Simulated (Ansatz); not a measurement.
# CH5FGeO (SMILES [CH3][GeH]([OH])[F]): B3LYP/6-31G(d) (Cartesian functions)

Aim: the vertical ionisation energy of CH5FGeO at B3LYP/6-31G* (Cartesian functions), from 2 runs. 

The calculation is run with Ansatz 0.2.0.

129 further runs of the same task are left out: 3 that didn't finish, 126 set aside as unsound or not needed. Runs told in other sessions of the task aren't counted.

**1. The structure to begin with**

CH5FGeO has 9 atoms, charge 0, and is taken as a singlet. As SMILES, `[CH3][GeH]([OH])[F]`. The shape is that of a PBE0-D4/def2-TZVP optimisation. This is one conformer, not always the lowest.

Bond lengths: C1–Ge2 1.923 Å, Ge2–O3 1.766 Å, Ge2–F4 1.745 Å, C1–H5 1.090 Å, C1–H6 1.091 Å, C1–H7 1.090 Å, Ge2–H8 1.538 Å, O3–H9 0.960 Å. Some angles: C1–Ge2–O3 107.0°, C1–Ge2–F4 108.4°, O3–Ge2–F4 106.8°, C1–Ge2–H8 118.4°, O3–Ge2–H8 111.2°, F4–Ge2–H8 104.4°, Ge2–C1–H5 108.9°, Ge2–C1–H6 110.1°, Ge2–C1–H7 110.2°, Ge2–O3–H9 113.6°.

**2. The energy at B3LYP/6-31G(d) (Cartesian functions)**

in.yaml

```yaml
basis:
  gaussian:
    orbitals: "6-31G*"
crystal:
  periodic: [false, false, false]
  atoms:
    - {symbol: C, position_ang: [-0.669000, 0.976900, -0.584200]}
    - {symbol: Ge, position_ang: [0.088300, -0.643700, 0.121500]}
    - {symbol: O, position_ang: [1.270000, -0.170700, 1.345500]}
    - {symbol: F, position_ang: [0.974400, -1.438600, -1.153800]}
    - {symbol: H, position_ang: [0.138900, 1.624900, -0.924600]}
    - {symbol: H, position_ang: [-1.237900, 1.493500, 0.189700]}
    - {symbol: H, position_ang: [-1.327100, 0.751300, -1.423500]}
    - {symbol: H, position_ang: [-0.865500, -1.725100, 0.656800]}
    - {symbol: H, position_ang: [1.716500, -0.914700, 1.755500]}
magnetization:
  spin_polarized: false
hamiltonian:
  xc: {name: B3LYP}
accuracy: high
output: {orbitals: {seedname: orbitals}}
```

Command:

```console
ansatz run in.yaml --threads 1 --pin off --max-ram 3480MiB --events-out events.jsonl --progress --plain --runs-dir runs
```

The program printed:

```text
Warning: RAYON_NUM_THREADS=1 ignored (pool sized by the plan → 1); use --threads N
Functional definition: B3LYP
  name "B3LYP"
  parameter a0 = 0.2
  parameter ax = 0.72
  parameter ac = 0.81
  exchange = (1 - a0 - ax)*slater_x + ax*b88_x + a0*exact_x
  correlation = (1 - ac)*vwn_rpa_c + ac*lyp_c
1924 factors; integrals over basis functions are off by at most 4.3e-9 eV
mean field evaluation 1: about -62386.6245 eV, gradient 7.2e1 eV
mean field evaluation 2: about -62371.3006 eV, gradient 1.2e2 eV
mean field evaluation 4: about -62395.6914 eV, gradient 5.0e0 eV
mean field evaluation 8: about -62395.8529 eV, gradient 5.1e-1 eV
mean field evaluation 16: about -62395.8533 eV, gradient 5.4e-5 eV
mean field -62395.85331717 eV, -2293.0053159776 hartree, gradient 4.6e-8 eV, S^2 0.000000; 0 other end points of the search recorded, 0 dependent functions left out
reference -62395.85335791 eV, -2293.0053174746 hartree; 30, 30 occupied and 60, 60 virtual orbitals, 1924 factors
Total energy: -62395.85335791 eV, -2293.0053174746 hartree
```

It took 15 s on 1 thread of Arm Neoverse N1, shared host; peak memory 0.32 GiB.

**3. The doublet cation at the same level**

run.yaml

```yaml
basis:
  gaussian: {orbitals: "6-31G*"}
crystal:
  periodic: [false, false, false]
  atoms:
    - {symbol: C, position_ang: [-0.669000, 0.976900, -0.584200]}
    - {symbol: Ge, position_ang: [0.088300, -0.643700, 0.121500]}
    - {symbol: O, position_ang: [1.270000, -0.170700, 1.345500]}
    - {symbol: F, position_ang: [0.974400, -1.438600, -1.153800]}
    - {symbol: H, position_ang: [0.138900, 1.624900, -0.924600]}
    - {symbol: H, position_ang: [-1.237900, 1.493500, 0.189700]}
    - {symbol: H, position_ang: [-1.327100, 0.751300, -1.423500]}
    - {symbol: H, position_ang: [-0.865500, -1.725100, 0.656800]}
    - {symbol: H, position_ang: [1.716500, -0.914700, 1.755500]}
total_charge: 1
magnetization: {spin_polarized: true, initial_magnetization: 1}
hamiltonian: {xc: {name: B3LYP}}
accuracy: high
output: {orbitals: {seedname: orbitals}}
```

Command:

```console
ansatz run run.yaml --threads 1 --pin off --max-ram 3480MiB --events-out events.jsonl --progress --plain --runs-dir runs
```

The program printed (excerpt; [...] marks lines left out):

```text
Warning: RAYON_NUM_THREADS=1 ignored (pool sized by the plan → 1); use --threads N
[... 7 set-up lines as earlier in the session ...]
1925 factors; integrals over basis functions are off by at most 4.3e-9 eV
mean field evaluation 1: about -62365.0856 eV, gradient 7.2e1 eV
mean field evaluation 2: about -62287.6446 eV, gradient 1.5e2 eV
mean field evaluation 4: about -62379.5251 eV, gradient 3.4e1 eV
mean field evaluation 8: about -62384.8228 eV, gradient 5.9e-1 eV
mean field evaluation 16: about -62384.9342 eV, gradient 2.7e-3 eV
mean field evaluation 32: about -62384.9342 eV, gradient 6.3e-7 eV
mean field -62384.93422196 eV, -2292.6040466298 hartree, gradient 7.3e-8 eV, S^2 0.757839; 4 other end points of the search recorded, 0 dependent functions left out
reference -62384.93426158 eV, -2292.6040480859 hartree; 30, 29 occupied and 60, 61 virtual orbitals, 1925 factors
Total energy: -62384.93426158 eV, -2292.6040480859 hartree
```

Wall time 38 s (1 thread of Arm Neoverse N1, shared host); peak memory 0.48 GiB.

**4. What came out**

Level: B3LYP/6-31G* (Cartesian functions).

```
                                          quantity           value
                     singlet CH5FGeO: total energy  -2293.00532 Eh
                      singlet CH5FGeO: HOMO energy        -8.34 eV
                      singlet CH5FGeO: LUMO energy         0.72 eV
                    singlet CH5FGeO: HOMO–LUMO gap         9.07 eV
                      doublet cation: total energy  -2292.60405 Eh
doublet cation: HOMO energy (highest over α and β)       -15.10 eV
 doublet cation: LUMO energy (lowest over α and β)       -13.44 eV
                              doublet cation: ⟨S²⟩           0.758
vertical ionisation energy (to the doublet cation)       10.919 eV
```

In words: Removing an electron at fixed nuclei costs 10.92 eV (252 kcal/mol). −ε(HOMO) before ionisation, 8.34 eV, is 2.57 eV below this ionisation energy.
